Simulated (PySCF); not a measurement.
**A diatomic session: AlBr**

The task here is to estimate one member of a computed series from the others.

Method: Al def2-TZVPPD, Br def2-TZVPPD, no relativity; program: PySCF 2.14.0.

The first run:

Settings of the job:

```yaml
atoms: Al, Br
charge: 0
basis: Al def2-TZVPPD, Br def2-TZVPPD
Hamiltonian: no relativity
basis_functions: 105
electrons_treated: 48
masses_in_u: 26.9815, 78.9183
levels: PBE0, PBE, r²SCAN, BHandHLYP, r²SCANh, revPBE, MN15, PW91, CAM-B3LYP, HF, MP2, SCS-MP2, CCSD, CCSD(T)
grid: 80 radial by 434 angular points
occupations: held fixed by the projection of orbital angular momentum
dissociation_limit: Al + Br, each in its ground configuration
starting_distance_in_angstrom: 2.310
values_of_2S_to_try: 0, 2
```

Command:

```console
OMP_NUM_THREADS=2 python dia.py task.json out
```

Steps of the session up to this table: Input; The PBE0 curve of the state that the search chose; Higher solutions at PBE0; PBE (GGA); r²SCAN (meta-GGA); BHandHLYP (global hybrid GGA); r²SCANh (hybrid meta-GGA); revPBE (GGA); MN15 (hybrid meta-GGA); PW91 (GGA); CAM-B3LYP (range-separated hybrid); RHF (mean field); MP2 and coupled cluster.

One table of the session follows, with a row left open; its other results are not shown here.

Differences from CCSD(T) in the same basis:

| level | Re (mÅ) | ωe (%) |
| --- | --- | --- |
| RHF | +14 | -3.0 |
| RHF-MP2 | -4 | +0.4 |
| RHF-SCS-MP2 | ? | ? |
| RHF-CCSD | -1 | +0.1 |
| PBE | +20 | -5.3 |
| revPBE | +31 | -6.5 |
| PW91 | +18 | -5.2 |
| r²SCAN | 0 | -1.9 |
| r²SCANh | -3 | -1.3 |
| PBE0 | +2 | -2.1 |
| MN15 | -6 | -2.8 |
| BHandHLYP | +4 | -2.7 |
| CAM-B3LYP | +1 | -2.8 |

Estimate the missing values for RHF-SCS-MP2.

**Answer.** Re (mÅ): +1; ωe (%): -0.5.
